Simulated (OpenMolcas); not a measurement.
# Mo²⁺ among point charges: CASSCF and CASPT2 levels and susceptibility

How does a field of 6 point charges split the states of Mo²⁺, and what χT follows?

Program: OpenMolcas 26.06. Level of theory: state-averaged CASSCF and CASPT2, spin-orbit coupling by RASSI with atomic mean-field integrals. These are calculated values, not measurements, unless marked.

## 1. The atom as given

| Property | Result |
| --- | --- |
| Species | Mo²⁺ (molybdenum, Z = 42, 40 electrons) |
| Basis | ANO-RCC-VDZP [6s5p3d1f], 43 functions |
| Scalar Hamiltonian | DKH2, point nucleus |
| Inactive shells | 1s 2s 2p 3s 3p 3d 4s 4p |
| Active space | 4 electrons in 5 orbitals (4d) |
| Some configurations of this space | 4d⁴ |
| Orbitals | optimised for each spin and parity, averaged over all roots |

Outer shells as boxes (Hund's rule):

4d4
```
4d [↑ ][↑ ][↑ ][↑ ][  ]
```

The ion sits among 6 point charges of -0.85 e arranged as an octahedron (Oh), 2.22 Å from the ion.

Each step is its own input file, run in one work folder so that later steps find the files of earlier ones. Labels, J, g values, rates, χT and fits are worked out afterwards by a script from the matrices that RASSI stores. The input lists half of the charges; inversion (Group=XYZ) makes the rest.

## 2. GATEWAY and SEWARD: basis and integrals

a.inp reads:

```
&GATEWAY
Coord
1

Mo 0.0 0.0 0.0
Basis=ANO-RCC-VDZP
Group=XYZ
NoMove
AngMom=0.0 0.0 0.0
AMFI
XField
3 Angstrom 0
2.220000 0.000000 0.000000 -0.850000
0.000000 2.220000 0.000000 -0.850000
0.000000 0.000000 2.220000 -0.850000
&SEWARD
```

Started as:

```sh
$ OMP_NUM_THREADS=1 MOLCAS_MEM=1689 MOLCAS_PROJECT=a pymolcas a.inp > a.log
```

## 3. Reference wave functions, quintets of even parity, 5 roots

a.inp reads:

```
&RASSCF
FileOrb=start.orb
Symmetry=1
Spin=5
nActEl=4 0 0
Inactive=9 9
Ras2=5 0
CIRoot=5 5 1
SDav=5
CIMx=300
Iter=120 100
PrWF=0.3
OrbListing=Nothing
MaxOrb=0
>>> COPY $Project.JobIph JOB001
```

start.orb holds the contracted functions of the basis, ordered by shell, or the orbitals of the step before.

## 4. Reference wave functions, triplets of even parity, 45 roots

a.inp reads:

```
&RASSCF
FileOrb=start.orb
Symmetry=1
Spin=3
nActEl=4 0 0
Inactive=9 9
Ras2=5 0
CIRoot=45 45 1
SDav=45
CIMx=300
Iter=120 100
PrWF=0.3
OrbListing=Nothing
MaxOrb=0
>>> COPY $Project.JobIph JOB002
```

## 5. CASSCF: singlets of even parity, 50 roots

a.inp reads:

```
&RASSCF
FileOrb=start.orb
Symmetry=1
Spin=1
nActEl=4 0 0
Inactive=9 9
Ras2=5 0
CIRoot=50 50 1
SDav=50
CIMx=300
Iter=120 100
PrWF=0.3
OrbListing=Nothing
MaxOrb=0
>>> COPY $Project.JobIph JOB003
```

## 6. RASSI: spin-orbit coupling between the states

a.inp reads:

```
&RASSI
NrOfJobIphs=3 5 45 50
1 2 3 4 5
1 2 3 4 5 6 7 8 9 10 11 12 13 14 15 16 17 18 19 20 21 22 23 24 25 26 27
28 29 30 31 32 33 34 35 36 37 38 39 40 41 42 43 44 45
1 2 3 4 5 6 7 8 9 10 11 12 13 14 15 16 17 18 19 20 21 22 23 24 25 26 27
28 29 30 31 32 33 34 35 36 37 38 39 40 41 42 43 44 45 46 47 48 49 50
IphNames
JOB001
JOB002
JOB003
EJob
SpinOrbit
DIPRint=1.0
SOCoupling=1000.0
Subsets=2
Property=9
'ANGMOM' 1 'ANGMOM' 2 'ANGMOM' 3 'MLTPL  1' 1 'MLTPL  1' 2 'MLTPL  1' 3
'AMFI' 1 'AMFI' 2 'AMFI' 3
SOProperty=3
'ANGMOM' 1 'ANGMOM' 2 'ANGMOM' 3
```

## 7. CASPT2: IPEA 0.25, imaginary shift 0.1 (closed shells correlated: 4s 4p)

a.inp reads:

```
>>> COPY JOB001 $Project.JobIph
&CASPT2
Multistate=5 1 2 3 4 5
NoMult
Frozen=8 6
IPEA=0.25
Imaginary=0.1
MaxIter=60
WThr=0.0 0.3 0.05
PrWF=0.5
NoMix
>>> COPY JOB002 $Project.JobIph
&CASPT2
Multistate=45 1 2 3 4 5 6 7 8 9 10 11 12 13 14 15 16 17 18 19 20 21 22
23 24 25 26 27 28 29 30 31 32 33 34 35 36 37 38 39 40 41 42 43 44 45
NoMult
Frozen=8 6
IPEA=0.25
Imaginary=0.1
MaxIter=60
WThr=0.0 0.3 0.05
PrWF=0.5
NoMix
>>> COPY JOB003 $Project.JobIph
&CASPT2
Multistate=50 1 2 3 4 5 6 7 8 9 10 11 12 13 14 15 16 17 18 19 20 21 22
23 24 25 26 27 28 29 30 31 32 33 34 35 36 37 38 39 40 41 42 43 44 45 46
47 48 49 50
NoMult
Frozen=8 6
IPEA=0.25
Imaginary=0.1
MaxIter=60
WThr=0.0 0.3 0.05
PrWF=0.5
NoMix
```

(Steps that only read results are left out.)

**Question.** What will these runs give? Wanted: spin-free ground state; first state of the same spin within the active space; lowest level; next level.

The runs gave:

| quantity | value |
| --- | --- |
| method | SS-CASPT2, IPEA 0.25, imaginary shift 0.1 (closed shells correlated: 4s 4p) |
| spin-free ground state | 5E, 2-fold in its orbital part |
| first state of the same spin within the active space | 5T2 at 5450 cm⁻¹ |
| lowest level | 1-fold A1 |
| next level | 86.7 cm⁻¹ |
| χT at 300 K | 2.54 cm³ K/mol |
| effective moment at 300 K | 4.51 μB |

Cost by method:

| method | time of its own steps | time with the reference |
| --- | --- | --- |
| A. CASSCF | 23 s | 23 s |
| B. SS-CASPT2, IPEA 0.25, imaginary shift 0.1, +4s 4p | 7.1 s | 30 s |

Times are of one thread on a shared host.

The spin-free ground state (5E) comes to 100 % from free-ion D terms and keeps the highest spin of the shell. χT at 300 K is 2.54, against 3.01 cm³ K/mol for the spin alone, so spin-orbit coupling lowers it. An active space of the d shell alone favours high spin; real ions in strong fields can be low spin. A ligand-field fit to the states below 45000 cm-1 gives 10Dq = 5410 cm-1, B = 608 cm-1 and C = 2628 cm-1 (C/B = 4.32), with a deviation of 480 cm-1. CASPT2 does not keep the components of a term degenerate, and the means are used. An orbital doublet at a regular site is open to a Jahn-Teller distortion, which this geometry leaves out. The field of point charges can differ much from that of real complexes. With metal d orbitals alone active, the gaps between spin states are rough; where two lie within a few thousand cm-1, their order is open. This is an electrostatic model: the charges have no orbitals.
